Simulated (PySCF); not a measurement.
# [Hf(OH)3]+: other functionals and bases at one geometry

Aim: see how levels, charges and forces of [Hf(OH)3]+ depend on the level of theory. The species was built from a template and needn't be a known compound.

Computed with PySCF 2.14.0. Level: several levels, as the steps say, no spin–orbit coupling.

1 further run of the same task is left out (for a known fault of the program).

**1. The starting structure**

7 atoms, charge 1, spin multiplicity 1.

Bond lengths: Hf1–O2 1.875 Å, Hf1–O4 1.875 Å, Hf1–O6 1.875 Å, O2–H3 0.963 Å, O4–H5 0.963 Å, O6–H7 0.963 Å. Angles: O2–Hf1–O4 110.8°, O2–Hf1–O6 110.8°, O4–Hf1–O6 110.8°, Hf1–O2–H3 166.9°, Hf1–O4–H5 166.9°, Hf1–O6–H7 166.9°.

Geometry (Å):

```
Hf    0.0000    0.0000   -0.5692
O     1.7815    0.0000    0.0148
H     2.6044    0.0000    0.5142
O    -0.8908    1.5429    0.0148
H    -1.3022    2.2554    0.5142
O    -0.8908   -1.5429    0.0148
H    -1.3022   -2.2554    0.5142
```

Formal oxidation states: Hf +4. An earlier session relaxed this geometry at PBE0, Hf def2-SVP with ECP60, O def2-SVP, H def2-SVP (singlet, point group C3v).

At PBE0 on the finer grid: E = -274.990619 Eh, HOMO -14.17 eV, LUMO -7.64 eV, Mulliken charge on Hf1 +1.43 e, largest force component 0.008 eV/Å. 

Levels to run: M06-L; BLYP; PBE0, TZVP. Hardware: 2 threads of Arm Neoverse V2, shared host.

**2. M06-L**

run.py (the lines that set the calculation) reads:

```python
mol = gto.M(atom='''
Hf     0.00000     0.00000    -0.56915
O      1.78155    -0.00001     0.01477
H      2.60436    -0.00001     0.51425
O     -0.89077     1.54287     0.01477
H     -1.30217     2.25544     0.51425
O     -0.89078    -1.54286     0.01477
H     -1.30219    -2.25543     0.51425''',
    basis={'Hf': 'def2-SVP', 'O': 'def2-SVP', 'H': 'def2-SVP'},
    ecp={'Hf': 'def2-SVP'},
    charge=1, spin=0)
mf = dft.RKS(mol, xc='M06L')
mf.grids.atom_grid = (75, 302)
mf = mf.density_fit()  # fitting sets: Hf def2-universal-JKFIT, O def2-universal-JKFIT, H def2-universal-JKFIT
mf.conv_tol = 1e-08; mf.max_cycle = 55
mf.kernel(dm0)  # dm0: the density of the relaxed state
```

On the command line:

```bash
$ OMP_NUM_THREADS=2 python run.py
```

Log:

```text
init E= -275.245502148816
  HOMO = -0.472925732310388  LUMO = -0.280918284329594  gap/eV = 5.22479
cycle= 1 E= -275.249154277242  delta_E= -0.00365  |g|= 0.024  |ddm|= 0.199
  HOMO = -0.464911689173814  LUMO = -0.279207053837936  gap/eV = 5.05328
cycle= 2 E= -275.248927513845  delta_E= 0.000227  |g|= 0.0426  |ddm|= 0.0464
  HOMO = -0.468649195878324  LUMO = -0.278902646695848  gap/eV = 5.16327
cycle= 3 E= -275.249262419964  delta_E= -0.000335  |g|= 0.00807  |ddm|= 0.0305
  HOMO = -0.468803974901248  LUMO = -0.280002067039984  gap/eV = 5.13756
cycle= 4 E= -275.249279116009  delta_E= -1.67e-05  |g|= 0.00216  |ddm|= 0.011
  HOMO = -0.46876525997145  LUMO = -0.279744646425165  gap/eV = 5.14351
cycle= 5 E= -275.249280469499  delta_E= -1.35e-06  |g|= 0.000175  |ddm|= 0.00208
  HOMO = -0.468772456112667  LUMO = -0.279727960827305  gap/eV = 5.14416
cycle= 6 E= -275.249280476559  delta_E= -7.06e-09  |g|= 3.15e-05  |ddm|= 0.00019
  HOMO = -0.468769289287169  LUMO = -0.279728104367695  gap/eV = 5.14407
Extra cycle  E= -275.249280476624  delta_E= -6.48e-11  |g|= 2.74e-05  |ddm|= 5.45e-05
converged SCF energy = -275.249280476624
```

Wall time 4.2 s (2 threads of Arm Neoverse V2, shared host).

It gives: E = -275.249280 Eh, HOMO -12.76 eV, LUMO -7.61 eV, Mulliken charge on Hf1 +1.56 e, largest force component 0.369 eV/Å. 

**3. BLYP**

Edit run.py (the lines that set the calculation) of step 2 so:

```diff
@@ -11,3 +11,3 @@
     charge=1, spin=0)
-mf = dft.RKS(mol, xc='M06L')
+mf = dft.RKS(mol, xc='BLYP')
 mf.grids.atom_grid = (75, 302)
```

On the command line:

```bash
$ OMP_NUM_THREADS=2 python run.py
```

Log:

```text
init E= -275.191559885581
  HOMO = -0.448130399203649  LUMO = -0.31809925338284  gap/eV = 3.53833
cycle= 1 E= -275.194404173549  delta_E= -0.00284  |g|= 0.112  |ddm|= 0.351
  HOMO = -0.462621740733289  LUMO = -0.293005373605023  gap/eV = 4.61550
cycle= 2 E= -275.176825959296  delta_E= 0.0176  |g|= 0.296  |ddm|= 0.367
  HOMO = -0.449757847020358  LUMO = -0.305931119275151  gap/eV = 3.91372
cycle= 3 E= -275.197779680589  delta_E= -0.021  |g|= 0.0309  |ddm|= 0.226
  HOMO = -0.45316617887347  LUMO = -0.310374929635596  gap/eV = 3.88555
cycle= 4 E= -275.198025891949  delta_E= -0.000246  |g|= 0.00427  |ddm|= 0.0378
  HOMO = -0.452665223499668  LUMO = -0.310191875079859  gap/eV = 3.87690
cycle= 5 E= -275.198029521641  delta_E= -3.63e-06  |g|= 0.000572  |ddm|= 0.00346
  HOMO = -0.452642359590353  LUMO = -0.3101605803929  gap/eV = 3.87713
cycle= 6 E= -275.198029588742  delta_E= -6.71e-08  |g|= 0.000121  |ddm|= 0.000609
  HOMO = -0.452632653928383  LUMO = -0.310150716388389  gap/eV = 3.87713
cycle= 7 E= -275.198029592136  delta_E= -3.39e-09  |g|= 2.51e-05  |ddm|= 0.000122
  HOMO = -0.452637625549048  LUMO = -0.310148521830456  gap/eV = 3.87733
Extra cycle  E= -275.198029591192  delta_E= 9.44e-10  |g|= 7.1e-05  |ddm|= 6.65e-05
converged SCF energy = -275.198029591192
```

Wall time 3.1 s (2 threads of Arm Neoverse V2, shared host).

Read off: E = -275.198030 Eh, HOMO -12.32 eV, LUMO -8.44 eV, Mulliken charge on Hf1 +1.22 e, largest force component 0.874 eV/Å. 

**4. PBE0, TZVP**

Basis: Hf def2-TZVP with ECP60, O def2-TZVP, H def2-TZVP. 

Edit run.py (the lines that set the calculation) of step 3 so:

```diff
@@ -8,6 +8,6 @@
 H     -1.30219    -2.25543     0.51425''',
-    basis={'Hf': 'def2-SVP', 'O': 'def2-SVP', 'H': 'def2-SVP'},
-    ecp={'Hf': 'def2-SVP'},
+    basis={'Hf': 'def2-TZVP', 'O': 'def2-TZVP', 'H': 'def2-TZVP'},
+    ecp={'Hf': 'def2-TZVP'},
     charge=1, spin=0)
-mf = dft.RKS(mol, xc='BLYP')
+mf = dft.RKS(mol, xc='PBE0')
 mf.grids.atom_grid = (75, 302)
@@ -15,2 +15,2 @@
 mf.conv_tol = 1e-08; mf.max_cycle = 55
-mf.kernel(dm0)  # dm0: the density of the relaxed state
+mf.kernel(dm0)  # dm0: free metal ions and neutral atoms
```

On the command line:

```bash
$ OMP_NUM_THREADS=2 python run.py
```

Log:

```text
init E= -279.132051107296
  HOMO = -0.584827478069808  LUMO = -0.38024723078146  gap/eV = 5.56691
cycle= 1 E= -275.198724324201  delta_E= 3.93  |g|= 0.682  |ddm|= 1.99
  HOMO = -0.48258827212982  LUMO = -0.229559595787286  gap/eV = 6.88526
cycle= 2 E= -275.229456441551  delta_E= -0.0307  |g|= 0.446  |ddm|= 0.695
  HOMO = -0.523894809799206  LUMO = -0.300009546056238  gap/eV = 6.09223
cycle= 3 E= -275.272807455502  delta_E= -0.0434  |g|= 0.121  |ddm|= 0.376
  HOMO = -0.530801968163395  LUMO = -0.283314927369783  gap/eV = 6.73447
cycle= 4 E= -275.274761324261  delta_E= -0.00195  |g|= 0.0975  |ddm|= 0.122
  HOMO = -0.522813062797844  LUMO = -0.284624885980403  gap/eV = 6.48143
cycle= 5 E= -275.276444606276  delta_E= -0.00168  |g|= 0.0055  |ddm|= 0.043
  HOMO = -0.523666879935373  LUMO = -0.285235219435936  gap/eV = 6.48806
cycle= 6 E= -275.276449810078  delta_E= -5.2e-06  |g|= 0.00033  |ddm|= 0.00436
  HOMO = -0.523634800436444  LUMO = -0.28518087243641  gap/eV = 6.48866
cycle= 7 E= -275.276449841112  delta_E= -3.1e-08  |g|= 5.91e-05  |ddm|= 0.000333
  HOMO = -0.523635350661742  LUMO = -0.285185959602924  gap/eV = 6.48854
cycle= 8 E= -275.276449842124  delta_E= -1.01e-09  |g|= 1.36e-05  |ddm|= 5.08e-05
  HOMO = -0.523635677932496  LUMO = -0.285185147551058  gap/eV = 6.48857
Extra cycle  E= -275.276449842164  delta_E= -4e-11  |g|= 1.02e-05  |ddm|= 1.63e-05
converged SCF energy = -275.276449842164
```

Wall time 6.6 s (2 threads of Arm Neoverse V2, shared host).

It gives: E = -275.276450 Eh, HOMO -14.25 eV, LUMO -7.76 eV, Mulliken charge on Hf1 +1.78 e, largest force component 0.444 eV/Å. 

**5. Results**

| level | state | HOMO (eV) | gap (eV) | charge on Hf1 (e) | dipole (D) | largest force (eV/Å) | basis functions | time |
| --- | --- | --- | --- | --- | --- | --- | --- | --- |
| PBE0 (relaxed here) | singlet | -14.17 | 6.53 | 1.43 | 0.67 | 0.01 | 89 | 7.4 s |
| M06-L | singlet | -12.76 | 5.14 | 1.56 | 0.76 | 0.37 | 89 | 4.2 s |
| BLYP | singlet | -12.32 | 3.88 | 1.22 | 0.39 | 0.87 | 89 | 3.1 s |
| PBE0, TZVP | singlet | -14.25 | 6.49 | 1.78 | 0.79 | 0.44 | 151 | 6.6 s |

Times are on 2 threads of Arm Neoverse V2, shared host; the first row also made further properties. The dipole of a charged species depends on the origin, so these sizes hold for this origin alone.

In one basis the HOMO–LUMO gap runs from 3.88 eV (BLYP) to 6.53 eV (PBE0). The largest leftover force, 0.87 eV/Å with BLYP, stands at a geometry relaxed at another level. The Mulliken charge on Hf spans +1.22 to +1.78 e over the levels. Total energies of different levels can't be compared. Spin–orbit coupling is left out throughout.
